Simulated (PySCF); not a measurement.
# [ScH2]+: one geometry, many levels of theory

How much do the numbers for [ScH2]+ (singlet) hang on the method? All levels run at one geometry, the PBE0 minimum.

Computed with PySCF 2.14.0. Level: several methods, basis Sc def2-TZVP, H def2-TZVP, no relativity, density fitting.

## 1. The system as given

3 atoms, charge 1, spin multiplicity 1.

Bond lengths: Sc1–H2 1.726 Å, Sc1–H3 1.726 Å. Angles: H2–Sc1–H3 108.3°.

```xyz
3
charge 1 multiplicity 1
Sc    0.0163    0.0402    0.0000
H    -0.3644   -0.8960    1.3986
H    -0.3644   -0.8960   -1.3986
```

## 2. PBE0

One driver script runs all steps and calls PySCF; scf.py shows the equivalent input of each level. Each SCF starts from the density of the minimum. The driver also runs the species with one electron less or more at the same geometry (one less: multiplicity 2, one more: multiplicity 2); their logs are not shown.

scf.py

```python
from pyscf import gto, scf, dft
mol = gto.M(atom='''
Sc     0.016339     0.040175     0.000000
H     -0.364421    -0.896033     1.398612
H     -0.364421    -0.896033    -1.398612''',
    basis={'Sc': 'def2-TZVP', 'H': 'def2-TZVP'},
    charge=1, spin=0)
mf = dft.RKS(mol, xc='PBE0')
mf.grids.atom_grid = (99, 590)
aux = {'Sc': 'def2-universal-JKFIT', 'H': 'def2-universal-JKFIT'}
mf = mf.density_fit(auxbasis=aux)
mf.kernel()
```

## 3. CCSD(T)

scf.py, as its differences from that of step 2:

```diff
@@ -8,2 +8 @@
-mf = dft.RKS(mol, xc='PBE0')
-mf.grids.atom_grid = (99, 590)
+mf = scf.RHF(mol)
@@ -12,0 +12,3 @@
+from pyscf import cc
+mycc = cc.CCSD(mf, frozen=5).run()
+mycc.ccsd_t()
```

## 4. HF

scf.py, as its differences from that of step 3:

```diff
@@ -12,3 +11,0 @@
-from pyscf import cc
-mycc = cc.CCSD(mf, frozen=5).run()
-mycc.ccsd_t()
```

## 5. PBE

scf.py, as its differences from that of step 4:

```diff
@@ -8 +8,2 @@
-mf = scf.RHF(mol)
+mf = dft.RKS(mol, xc='PBE')
+mf.grids.atom_grid = (99, 590)
```

## 6. r2SCAN

scf.py, as its differences from that of step 5:

```diff
@@ -8 +8 @@
-mf = dft.RKS(mol, xc='PBE')
+mf = dft.RKS(mol, xc='R2SCAN')
```

## 7. B3LYP

scf.py, as its differences from that of step 6:

```diff
@@ -8 +8 @@
-mf = dft.RKS(mol, xc='R2SCAN')
+mf = dft.RKS(mol, xc='B3LYP')
```

## 8. TPSSh

scf.py, as its differences from that of step 7:

```diff
@@ -8 +8 @@
-mf = dft.RKS(mol, xc='B3LYP')
+mf = dft.RKS(mol, xc='TPSSH')
```

## 9. BHandHLYP

scf.py, as its differences from that of step 8:

```diff
@@ -8 +8 @@
-mf = dft.RKS(mol, xc='TPSSH')
+mf = dft.RKS(mol, xc='BHANDHLYP')
```

## 10. B97-3

scf.py, as its differences from that of step 9:

```diff
@@ -8 +8 @@
-mf = dft.RKS(mol, xc='BHANDHLYP')
+mf = dft.RKS(mol, xc='HYB_GGA_XC_B97_3')
```

(Steps that only read results are left out.)

What does the calculation give? Wanted: vertical ionisation energy, CCSD(T); vertical electron affinity, CCSD(T); orbital gap, range; T1, D1; T1, D1 of the species with one electron less; T1, D1 of the species with one electron more.

The runs gave:

```
                                    quantity                        value
         vertical ionisation energy, CCSD(T)                     16.42 eV
         vertical electron affinity, CCSD(T)                      6.38 eV
                          orbital gap, range  2.62 (PBE) to 11.34 (HF) eV
                                      T1, D1                 0.020, 0.058
T1, D1 of the species with one electron less                 0.034, 0.129
T1, D1 of the species with one electron more                 0.024, 0.093
```

For the vertical ionisation energy, BHandHLYP comes nearest to CCSD(T) (+0.24 eV) and HF is farthest (-0.94 eV). BHandHLYP costs 11 s against 38 s for CCSD(T), a factor of about 3, and lands within 0.24 eV. For the vertical electron affinity, TPSSh comes nearest to CCSD(T) (+0.11 eV) and B3LYP is farthest (+0.34 eV). The PBE orbital energy is a poor guide to ionisation (12.6 eV, 3.8 eV too small); the difference of PBE energies gives 16.7 eV.
